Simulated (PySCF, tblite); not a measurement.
# C₉H₄O₂: geometry, infrared bands, NMR shifts, spin-spin couplings and electronic excitations

Aim: predict the infrared bands, NMR shifts, spin-spin couplings and electronic excitations of C₉H₄O₂ (`CC#CC#Cc1cc(=O)c1=O`).

Programs: tblite 0.8.0 and PySCF 2.14.0, with density-fitted response routines of our own. Each step states its level of theory. These are calculated values for one molecule in the gas phase, unless marked as measured. Atoms count from 0, in the outputs and in this text.

**1. The molecule as given**

15 atoms, charge 0, multiplicity 1; geometry from: force field or distance geometry start.

Bonds of the start (Å): C0–C1 1.45, C1–C2 1.22, C2–C3 1.53, C3–C4 1.21, C4–C5 1.51, C5–C6 1.35, C6–C7 1.47, C7–O8 1.20, C7–C9 1.50, C9–O10 1.21, C9–C5 1.45, C0–H11 1.09, C0–H12 1.11, C0–H13 1.09, C6–H14 1.09.

**2. Optimising the geometry with GFN2-xTB**

The job: settings as JSON, then the geometry in Å.

```
{"job": {"kind": "relax", "xc": "GFN2-xTB", "basis": "xTB"}, "charge": 0, "multiplicity": 1}
C     -3.996000    -1.037300    -2.169200
C     -2.766400    -0.712700    -1.476400
C     -1.730900    -0.459900    -0.889200
C     -0.430200    -0.113700    -0.166200
C      0.591000     0.138200     0.422700
C      1.883000     0.470400     1.140400
C      2.373600     0.465600     2.399800
C      3.684600     0.960200     1.952200
O      4.752800     1.243200     2.417600
C      3.120100     0.958100     0.557500
O      3.582900     1.253900    -0.520700
H     -3.885700    -0.921300    -3.247700
H     -4.818800    -0.371000    -1.835400
H     -4.306700    -2.066800    -1.973200
H      1.942200     0.200900     3.366000
```

The run is started by

```console
> OMP_NUM_THREADS=2 python probes_run.py task.json out
```

This one command runs all jobs of the session in turn.

**Question.** This job is followed by: GFN2-xTB harmonic vibrations, gas phase; PBE0-D3(BJ)/def2-SVP geometry optimisation, gas phase; GIAO PBE0/pcSseg-1 NMR shielding, non-relativistic, gas phase; B3LYP/pcJ-1 indirect spin-spin coupling, non-relativistic, gas phase; TDDFT CAM-B3LYP/def2-SVPD, vertical, gas phase, core orbitals frozen in the response; GIAO WP04/pcSseg-2 NMR shielding, non-relativistic, gas phase. Predict these results of the whole session: strongest single infrared mode (GFN2-xTB); zero-point energy (GFN2-xTB); point group; rotational constants (main isotopes); 13C shifts against TMS (PBE0/pcSseg-1); 1H shifts against TMS (PBE0/pcSseg-1, means over atoms taken as alike); 17O shifts against H2O (PBE0/pcSseg-1); surface potential, 1st and 99th percentile; largest coupling of the table (B3LYP/pcJ-1); lowest singlet (CAM-B3LYP/def2-SVPD); brightest single state of those computed; lowest triplet; range of the shift of O8.

**Answer**, as computed:

```
                                                              quantity                                                          value
                             strongest single infrared mode (GFN2-xTB)                                         1877 cm⁻¹, 1025 km/mol
                                          zero-point energy (GFN2-xTB)                                                  58.8 kcal/mol
                                                           point group                                                             C1
                                  rotational constants (main isotopes)                                           4.70, 0.35, 0.33 GHz
                                13C shifts against TMS (PBE0/pcSseg-1)  202.9, 198.2, 198.0, 193.2, 132.3, 116.5, 69.1, 60.3, 7.0 ppm
1H shifts against TMS (PBE0/pcSseg-1, means over atoms taken as alike)                                                 9.22, 2.38 ppm
                                17O shifts against H2O (PBE0/pcSseg-1)                                               659.4, 609.2 ppm
                                 surface potential, 1st and 99th percentile                                             -1.51 V and 1.46 V
                           largest coupling of the table (B3LYP/pcJ-1)                                       1J(C,H) C6–H14, 191.2 Hz
                                  lowest singlet (CAM-B3LYP/def2-SVPD)                                    2.93 eV (423 nm), f = 0.000
                              brightest single state of those computed                                    state 8, 5.72 eV, f = 0.944
                                                        lowest triplet                                                        2.65 eV
                                              range of the shift of O8                                             607.9 to 659.4 ppm
```

**Reading.** Over 24 steps the energy fell by 1.022 eV; of the close pairs, C2–C3 changed most, 1.528 to 1.346 Å (GFN2-xTB). The lowest mode is imaginary (42i cm⁻¹), so the xTB geometry is not a minimum. The strongest single mode, at 1877 cm⁻¹, moves mainly C9, O10 and C7. GFN2-xTB is a fitted tight-binding method: band positions and strengths are rough. Its intensities can rank the bands wrongly. Relaxing lowered the energy by 0.247 eV in 6 steps; the close pair that moved most is C0–H12, from 1.144 to 1.102 Å (PBE0/def2-SVP). No frequency check was run at this level, so the end point may be a saddle. At PBE0/pcSseg-1: The largest span, 1256 ppm, is at O8, where the paramagnetic term is -715 ppm. At PBE0/pcSseg-1, counted by nearest atom on the grid, the HOMO lies on O8, O10 about 20 % each; C1, C3 about 9 % each, the LUMO on C5, C6 about 19 % each; C3 16 %. Of the pairs tabulated at B3LYP/pcJ-1, C6–H14 couples most strongly (191.2 Hz; Fermi contact 191.6 Hz). The lowest singlet, at 2.93 eV, is HOMO→LUMO 0.94 and is dark; of the 10 states computed, the strongest absorption comes from state 8 at 5.72 eV. The lowest triplet lies 0.28 eV below the lowest singlet (triplets in Tamm-Dancoff, singlets in full TDDFT). Across the 2 runs the shift of O8 moves most, between 607.9 (WP04/pcSseg-2) and 659.4 ppm (PBE0/pcSseg-1). Part of that comes from the computed reference.
